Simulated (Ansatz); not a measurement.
The same calculation of AsBF3H3, SMILES F[B-](F)(F)[AsH3+] as a Python script and as an input file (Ansatz 0.2.0, Python API).

`asbf3h3_energy.py`:
```python
import ansatz as az
from ase import Atoms


def main() -> None:
    atoms = Atoms(["F", "B", "F", "F", "As", "H", "H", "H"], positions=[
        [0.3062, -1.2213, 1.5925],
        [0.5348, -0.76, 0.2164],
        [0.2169, -1.8496, -0.7095],
        [2.0139, -0.3766, 0.099],
        [-0.6317, 0.8475, -0.2741],
        [-0.1706, 1.9034, 0.8209],
        [-0.1527, 1.1342, -1.7228],
        [-2.0246, 0.2654, -0.0782],
    ])
    molecule = az.Crystal.molecule_from_ase(atoms)

    base = (
        molecule.calculation()
        .basis(gaussian="6-31G*")
        .functional("revpbe0")
    )
    result = base.run(threads=1, backend="cpu")
    rep = result.report

    print(f"E = {rep['free_energy_ev']:.6f} eV = {rep['free_energy_ev'] / 27.211386246:.7f} Ha")
    print("converged:", rep["converged"], " doubts:", rep["published_state_doubts"] or "none")

    state = rep["mean_field"]["state"]
    print(f"mean field: {state['energy']['hartree']:.7f} Ha, <S^2> = {abs(state['spin_squared']):.4f}, stability: {state.get('stability', {}).get('kind')}")


if __name__ == "__main__":
    main()
```

`python asbf3h3_energy.py` gives:
```text
E = -69702.983645 eV = -2561.5374026 Ha
converged: True  doubts: none
mean field: -2561.5374026 Ha, <S^2> = 0.0000, stability: minimum
```

`input.yaml`:
```yaml
crystal:
  periodic: [false, false, false]
  atoms:
    - { symbol: F, position_ang: [0.3062, -1.2213, 1.5925] }
    - { symbol: B, position_ang: [0.5348, -0.76, 0.2164] }
    - { symbol: F, position_ang: [0.2169, -1.8496, -0.7095] }
    - { symbol: F, position_ang: [2.0139, -0.3766, 0.099] }
    - { symbol: As, position_ang: [-0.6317, 0.8475, -0.2741] }
    - { symbol: H, position_ang: [-0.1706, 1.9034, 0.8209] }
    - { symbol: H, position_ang: [-0.1527, 1.1342, -1.7228] }
    - { symbol: H, position_ang: [-2.0246, 0.2654, -0.0782] }
basis:
  gaussian:
    orbitals: "6-31G*"
hamiltonian:
  xc: revpbe0
```

What to keep in mind:
- Total energies depend on the basis set; only differences at equal settings carry meaning.
- The geometry is a force-field or estimated start, not a minimum of this method, and the basis set is short of its limit.
- Hardware and time: 2.5 s on 1 thread of Intel(R) Xeon(R) 6975P-C (Granite Rapids), on a shared host, peak memory 0.28 GiB.

(Lines on the test bed's own set-up are left out of the output.)
